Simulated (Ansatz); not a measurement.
# Ni (Ni (100), 5 layers): a single-point run

Aim: a sound single-point run of Ni (Ni (100), 5 layers). The structure is shown as the input types it.

Computed with Ansatz 0.2.0 (DFT, PBE, PAW with Ansatz's default frozen-core files, scalar-relativistic, unless a step's input says otherwise).

## Step 1: The system as given

It takes space group P4/mmm (No. 123, tetragonal). The conventional cell has a = 2.489 Å, b = 2.489 Å, c = 28.942 Å, α = 90.00°, β = 90.00°, γ = 90.00°. Ni (site symmetry 4mm) is surrounded by 8 Ni at 2.44 to 2.49 Å. Ni (site symmetry 4mm) is surrounded by 12 Ni at 2.44 to 2.50 Å. Ni (site symmetry 4/mmm) is surrounded by 12 Ni at 2.49 to 2.50 Å.

As a file:

```xyz
5
Lattice="2.4894 0.0000 0.0000 0.0000 2.4894 0.0000 0.0000 0.0000 28.9415" Properties=species:S:1:pos:R:3 pbc="T T T"
Ni    0.0000    0.0000   11.0000
Ni    1.2447    1.2447   12.6969
Ni    0.0000    0.0000   14.4707
Ni    1.2447    1.2447   16.2446
Ni    0.0000    0.0000   17.9415
```

## Step 2: Running it

input.yaml reads:

```yaml
crystal:
  lattice:
    - [2.4893881601, 0.0, 0.0]
    - [0.0, 2.4893881601, 0.0]
    - [0.0, 0.0, 28.9415]
  atoms:
    - { symbol: Ni, position: [0.0, 0.0, 0.3800778958], spin: 1.0 }
    - { symbol: Ni, position: [0.5, 0.5, 0.438707917], spin: 1.0 }
    - { symbol: Ni, position: [0.0, 0.0, 0.4999999493], spin: 1.0 }
    - { symbol: Ni, position: [0.5, 0.5, 0.5612920484], spin: 1.0 }
    - { symbol: Ni, position: [0.0, 0.0, 0.6199221042], spin: 1.0 }
magnetization:
  spin_polarized: true
kpoints:
  mp_grid: { grid: [16, 16, 1] }
scf:
  occupations: { method: fermi_dirac, width: 0.1 }
  mixing: { algorithm: anderson, beta: 0.005, ndim: 1 }
  max_iter: 75
hamiltonian:
  xc: pbe
  pseudopotentials: { kind: paw }
output:
  forces: true
  stress: true
  eigenvalues: true
efield:
  axis: 3
  amplitude: 0
  dipole_correction: true
```

Run with:

```
$ ansatz run input.yaml --threads 3 --pin off --max-ram 9216MiB --backend cpu --events-out ev --progress --plain --runs-dir out
```

**Question.** How will this run end, and is anything wrong with its input?

The run converged and reported no error, with warnings (stability check not made). Convergence says nothing about whether the input makes sense.

Look at the input: scf.mixing.algorithm is anderson; scf.mixing.beta is 0.005; scf.mixing.ndim is 1. The risk: mixing too weak. The residual crept for many cycles and then fell at once, which so weak a step can't do by itself: the program changed its mixing. Several mixing settings were changed at once, so this run can't tell how much each is to blame.

To check: delete scf.mixing.algorithm, scf.mixing.beta and scf.mixing.ndim (the default then holds).
